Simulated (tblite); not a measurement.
# C7H13B: the cost of one run

Programs: tblite 0.8.0 and PySCF 2.14.0, with density-fitted response routines of our own. Each step states its level of theory. These are calculated values for one molecule in the gas phase, unless marked as measured. Atoms count from 0, in the outputs and in this text.

### Step 1. Starting geometry

21 atoms, charge 0, multiplicity 1; geometry from: force field or distance geometry start.

Bonds of the start (Å): C0–C1 1.21, C1–C2 1.46, C2–C3 1.55, C3–C4 1.54, C3–C5 1.54, C5–B6 1.59, B6–C7 1.58, C0–H8 1.06, C2–H9 1.11, C2–H10 1.10, C3–H11 1.13, C4–H12 1.11, C4–H13 1.12, C4–H14 1.11, C5–H15 1.10, C5–H16 1.12, B6–H17 1.19, C7–H18 1.12, C7–H19 1.11, C7–H20 1.11.

### Step 2. Geometry optimisation with GFN2-xTB

What the job is given:

```
{"job": {"kind": "relax", "xc": "GFN2-xTB", "basis": "xTB"}, "charge": 0, "multiplicity": 1}
C      3.532900     1.283200     0.366600
C      2.801300     0.475200    -0.164500
C      1.939600    -0.526700    -0.788100
C      0.551600    -0.586100    -0.108600
C     -0.211500    -1.832400    -0.597600
C     -0.265100     0.698800    -0.354300
B     -1.565000     0.794900     0.563200
C     -3.004100     0.863400    -0.083600
H      4.159300     1.998800     0.827200
H      1.807000    -0.268400    -1.862000
H      2.436900    -1.510200    -0.727300
H      0.714100    -0.721900     0.996600
H      0.375400    -2.750400    -0.403700
H     -0.402300    -1.752400    -1.698700
H     -1.182200    -1.930400    -0.071300
H     -0.555100     0.765300    -1.410000
H      0.357400     1.595200    -0.112200
H     -1.455500     0.787600     1.743400
H     -3.779900     0.911000     0.716200
H     -3.174200    -0.045800    -0.699400
H     -3.089600     1.768200    -0.723600
```

Run with:

```
> OMP_NUM_THREADS=1 python probes_run.py task.json out
```

This one command runs all jobs of the session in turn.

Q: Estimate the wall time of this first job on 1 thread of Arm Neoverse N1, shared host.

About 1.6 s.
